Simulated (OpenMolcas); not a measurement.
# Ru⁴⁺ among point charges: CASSCF and CASPT2 levels and susceptibility

Aim: the splitting of the states of Ru⁴⁺ in the field of 4 point charges, its lowest levels with spin-orbit coupling and its magnetic susceptibility.

The numbers are computed with OpenMolcas 26.06 (state-averaged CASSCF and CASPT2, spin-orbit coupling by RASSI with atomic mean-field integrals), except any that are marked as measured or tabulated.

### 1 What is computed

| Quantity | Value |
| --- | --- |
| Species | Ru⁴⁺ (ruthenium, Z = 44, 40 electrons) |
| Basis | ANO-RCC-VDZP [6s5p3d1f], 43 functions |
| Scalar Hamiltonian | DKH2, point nucleus |
| Inactive shells | 1s 2s 2p 3s 3p 3d 4s 4p |
| Active space | 4 electrons in 5 orbitals (4d) |
| Some configurations of this space | 4d⁴ |
| Orbitals | optimised for each spin and parity, averaged over all roots |

Outer shells as boxes (Hund's rule):

4d4
```
4d [↑ ][↑ ][↑ ][↑ ][  ]
```

The ion sits among 4 point charges of -2 e arranged as a tetrahedron (Td), 1.83 Å from the ion.

The work runs as a chain of OpenMolcas steps in one folder; each step below is one input file. Labels, J, g values, rates, χT and fits are worked out afterwards by a script from the matrices that RASSI stores.

### 2 GATEWAY and SEWARD: basis and integrals

The input, a.inp:

```
&GATEWAY
Coord
1

Ru 0.0 0.0 0.0
Basis=ANO-RCC-VDZP
Group=NoSym
NoMove
AngMom=0.0 0.0 0.0
AMFI
XField
4 Angstrom 0
1.056551 1.056551 1.056551 -2.000000
1.056551 -1.056551 -1.056551 -2.000000
-1.056551 1.056551 -1.056551 -2.000000
-1.056551 -1.056551 1.056551 -2.000000
&SEWARD
```

Run with:

```bash
> OMP_NUM_THREADS=1 MOLCAS_MEM=1689 MOLCAS_PROJECT=a pymolcas a.inp > a.log
```

### 3 Reference wave functions, quintets, 5 roots

The input, a.inp:

```
&RASSCF
FileOrb=start.orb
Symmetry=1
Spin=5
nActEl=4 0 0
Inactive=18
Ras2=5
CIRoot=5 5 1
SDav=5
CIMx=300
Iter=120 100
PrWF=0.3
OrbListing=Nothing
MaxOrb=0
>>> COPY $Project.JobIph JOB001
```

start.orb holds the contracted functions of the basis, ordered by shell, or the orbitals of the step before.

### 4 Reference wave functions, triplets, 45 roots

The input, a.inp:

```
&RASSCF
FileOrb=start.orb
Symmetry=1
Spin=3
nActEl=4 0 0
Inactive=18
Ras2=5
CIRoot=45 45 1
SDav=45
CIMx=300
Iter=120 100
PrWF=0.3
OrbListing=Nothing
MaxOrb=0
>>> COPY $Project.JobIph JOB002
```

### 5 CASSCF: singlets, 50 roots

The input, a.inp:

```
&RASSCF
FileOrb=start.orb
Symmetry=1
Spin=1
nActEl=4 0 0
Inactive=18
Ras2=5
CIRoot=50 50 1
SDav=50
CIMx=300
Iter=120 100
PrWF=0.3
OrbListing=Nothing
MaxOrb=0
>>> COPY $Project.JobIph JOB003
```

### 6 RASSI: spin-orbit coupling between the states

The input, a.inp:

```
&RASSI
NrOfJobIphs=3 5 45 50
1 2 3 4 5
1 2 3 4 5 6 7 8 9 10 11 12 13 14 15 16 17 18 19 20 21 22 23 24 25 26 27
28 29 30 31 32 33 34 35 36 37 38 39 40 41 42 43 44 45
1 2 3 4 5 6 7 8 9 10 11 12 13 14 15 16 17 18 19 20 21 22 23 24 25 26 27
28 29 30 31 32 33 34 35 36 37 38 39 40 41 42 43 44 45 46 47 48 49 50
IphNames
JOB001
JOB002
JOB003
EJob
SpinOrbit
DIPRint=1.0
SOCoupling=1000.0
Subsets=2
Property=9
'ANGMOM' 1 'ANGMOM' 2 'ANGMOM' 3 'MLTPL  1' 1 'MLTPL  1' 2 'MLTPL  1' 3
'AMFI' 1 'AMFI' 2 'AMFI' 3
SOProperty=3
'ANGMOM' 1 'ANGMOM' 2 'ANGMOM' 3
```

### 7 CASPT2: IPEA 0.25, imaginary shift 0.1 (closed shells correlated: 4s 4p)

The input, a.inp:

```
>>> COPY JOB001 $Project.JobIph
&CASPT2
Multistate=5 1 2 3 4 5
NoMult
Frozen=14
IPEA=0.25
Imaginary=0.1
MaxIter=60
WThr=0.0 0.3 0.05
PrWF=0.5
NoMix
>>> COPY JOB002 $Project.JobIph
&CASPT2
Multistate=45 1 2 3 4 5 6 7 8 9 10 11 12 13 14 15 16 17 18 19 20 21 22
23 24 25 26 27 28 29 30 31 32 33 34 35 36 37 38 39 40 41 42 43 44 45
NoMult
Frozen=14
IPEA=0.25
Imaginary=0.1
MaxIter=60
WThr=0.0 0.3 0.05
PrWF=0.5
NoMix
>>> COPY JOB003 $Project.JobIph
&CASPT2
Multistate=50 1 2 3 4 5 6 7 8 9 10 11 12 13 14 15 16 17 18 19 20 21 22
23 24 25 26 27 28 29 30 31 32 33 34 35 36 37 38 39 40 41 42 43 44 45 46
47 48 49 50
NoMult
Frozen=14
IPEA=0.25
Imaginary=0.1
MaxIter=60
WThr=0.0 0.3 0.05
PrWF=0.5
NoMix
```

(Steps that only read results are left out.)

**Question.** What will these runs give? Wanted: spin-free ground state; first state of the same spin within the active space; lowest level; next level.

As calculated:

| quantity | value |
| --- | --- |
| method | SS-CASPT2, IPEA 0.25, imaginary shift 0.1 (closed shells correlated: 4s 4p) |
| spin-free ground state | 5T2, 3-fold in its orbital part |
| first state of the same spin within the active space | 5E at 4570 cm⁻¹ |
| lowest level | 1-fold A1 |
| next level | 361.7 cm⁻¹ |
| χT at 300 K | 1.09 cm³ K/mol |
| effective moment at 300 K | 2.96 μB |

Cost by method:

```csv
method,time of its own steps,time with the reference
A. CASSCF,35 s,35 s
"B. SS-CASPT2, IPEA 0.25, imaginary shift 0.1, +4s 4p",14 s,50 s
```

Times are of one thread on a shared host.

In words: The spin-free ground state (5T2) comes to 100 % from free-ion D terms and keeps the highest spin of the shell. χT at 300 K is 1.09, against 3.01 cm³ K/mol for the spin alone, so spin-orbit coupling lowers it. An active space of the d shell alone favours high spin; real ions in strong fields can be low spin. CASPT2 does not keep the components of a term degenerate, and the means are used. The field of point charges can differ much from that of real complexes. Point charges carry no covalency, so the field is a model and not that of real ligands.
